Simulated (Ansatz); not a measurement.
Runs of Ansatz 0.2.0 on NiMoIrPdW. Symmetry: P3m1, No. 156, trigonal system. Conventional cell: a = 2.761 Å, b = 2.761 Å, c = 11.341 Å, α = 90.00°, β = 90.00°, γ = 120.00°. Ni (site symmetry 3m) has 3 W at 2.59 Å and 3 Pd at 2.68 Å and 6 Ni at 2.76 Å as nearest neighbours. Mo (site symmetry 3m) is surrounded by 3 Ir at 2.66 Å and 1 W at 2.66 Å and 6 Mo at 2.76 Å. Pd (site symmetry 3m) is surrounded by 3 Ni at 2.68 Å and 6 Pd at 2.76 Å and 3 Ir at 2.84 Å. Ir (site symmetry 3m) has 3 Mo at 2.66 Å and 6 Ir at 2.76 Å and 3 Pd at 2.84 Å as nearest neighbours. Around W (site symmetry 3m) lie 3 Ni at 2.59 Å and 1 Mo at 2.66 Å and 6 W at 2.76 Å. The cell was built by a generator and needn't be a form met in nature.

```csv
task,level,cell,k mesh,points for each segment of the path,gap on the mesh (eV),pressure (GPa),moment (μB),relaxed volume (Å³/atom)
band structure,PBE,as given,11 × 11 × 3,14,none,-0.2,0.00,-
relaxation of cell and atoms,PBE+D3(BJ),relaxed,8 × 8 × 2,-,none,0.0,0.00,14.52
relaxation of cell and atoms,PBE,relaxed,8 × 8 × 2,-,none,0.0,0.00,(a)
relaxation of cell and atoms,PBE+D4,relaxed,8 × 8 × 2,-,none,0.0,0.00,14.59
```

Alike in all rows: potentials or basis Ansatz PAW; spin collinear, ferromagnetic start; cutoff (eV) 420; smearing fermi-dirac 0.05 eV.

Task: Estimate the missing entries.

Result: (a) 14.95.

Caveats: the starting moments weren't kept; the plane-wave basis is chosen anew once the cell has moved, so the energies of steps on either side of that aren't comparable (some runs); pairwise dispersion overbinds metals, which lowers pressure and volume (some runs); spin-orbit coupling is left out, which moves the levels of the heavy elements (some runs).

A k mesh can miss the band edges, and the runs leave out spin-orbit coupling on Ir, Mo, Pd, W.

A gap of «none» marks a metal or a gap under the smearing width.
